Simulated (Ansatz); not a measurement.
I need a ladder of methods at one geometry of BH7N2SSi, SMILES N[SiH](N)BS. Use the Python package of Ansatz (0.2.0). Level of theory (for the species named): Hartree-Fock, def2-SVP basis, multiplicity 1. The script varies functional: hf, b3lyp, pbe0, hse06, lc_wpbe.

```tsv
atom	x (Å)	y (Å)	z (Å)
N	-1.7448	0.2163	0.5102
Si	-0.1924	-0.5329	0.5410
N	1.0038	0.6269	1.1336
B	0.3706	-1.0984	-1.2480
S	0.4606	0.1481	-2.6452
H	-1.9988	0.5957	1.4702
H	-1.6650	1.1237	-0.0813
H	-0.2043	-1.6806	1.4269
H	0.7217	0.9520	2.1347
H	0.9985	1.4653	0.5496
H	0.4898	-2.2518	-1.4394
H	1.8371	0.3805	-2.3184
```

The script, `methods.py`:
```python
from pathlib import Path
import warnings

import ansatz as az
import numpy as np

BASIS_SET = 'def2-SVP'

GEOMETRY = '''
N    -1.74480    0.21630    0.51020
Si   -0.19240   -0.53290    0.54100
N     1.00380    0.62690    1.13360
B     0.37060   -1.09840   -1.24800
S     0.46060    0.14810   -2.64520
H    -1.99880    0.59570    1.47020
H    -1.66500    1.12370   -0.08130
H    -0.20430   -1.68060    1.42690
H     0.72170    0.95200    2.13470
H     0.99850    1.46530    0.54960
H     0.48980   -2.25180   -1.43940
H     1.83710    0.38050   -2.31840
'''

warnings.simplefilter('ignore', az.DeckWarning)

molecule = az.Crystal.molecule()
for line in GEOMETRY.strip().splitlines():
    symbol, *xyz = line.split()
    molecule = molecule.atom(symbol, [float(v) for v in xyz])

calc = molecule.calculation().basis(gaussian=BASIS_SET)

print('functional    E (Ha)        dipole (D)   HOMO (eV)  LUMO (eV)')
for name in ['hf', 'b3lyp', 'pbe0', 'hse06', 'lc_wpbe']:
    rep = calc.functional(name).forces().orbitals().run(runs_dir='runs').report
    lines = Path(rep['orbitals_path']).read_text().splitlines()
    field_of = lambda key: [line.split('=')[1].strip() for line in lines if line.startswith(key)]
    orbitals = [(27.211386 * float(e), s, float(n)) for e, s, n in zip(field_of('Ene='), field_of('Spin='), field_of('Occup='))]
    homo = max(e for e, _, n in orbitals if n > 0.5)
    lumo = min(e for e, _, n in orbitals if n < 0.5)
    dipole = 4.803205 * np.linalg.norm(rep['charge_distribution']['dipole_moment_e_ang'])
    print(f'{name:10s} {rep["free_energy_ev"] / 27.211386246:14.6f} {dipole:9.3f} {homo:11.3f} {lumo:10.3f}')
```

```console
$ python methods.py
functional    E (Ha)        dipole (D)   HOMO (eV)  LUMO (eV)
hf            -823.813404     2.121      -9.424      1.249
b3lyp         -825.979784     2.166      -6.310     -2.627
pbe0          -825.512800     2.242      -6.583     -2.512
hse06         -825.491172     2.245      -6.182     -2.897
lc_wpbe       -825.645418     2.261      -9.281     -0.154
```

The settings weren't tested for convergence. The geometry is a force-field or estimated start, not a minimum of this method, and the basis set is short of its limit. A lower total doesn't mark the better method: functionals have no common bound, and MP2 and coupled cluster aren't variational. b3lyp holds the VWN-RPA fit, as in Gaussian; the form of ORCA and Turbomole is b3lyp5. Levels such as HOMO and LUMO are orbital energies: with these approximate functionals they aren't the ionisation energy and electron affinity, and their gap isn't the fundamental gap. hse06 follows the composition of plane-wave codes, whose totals differ by tens of mHa, up to about 0.1 Ha, from the form usual in Gaussian-basis programs (wpbeh). Run time: 29 s on 1 thread of AMD EPYC 7R43 64-Core Processor (Zen 3), on a shared host, peak memory 0.33 GiB.

(Lines on the test bed's own set-up are left out of the output.)
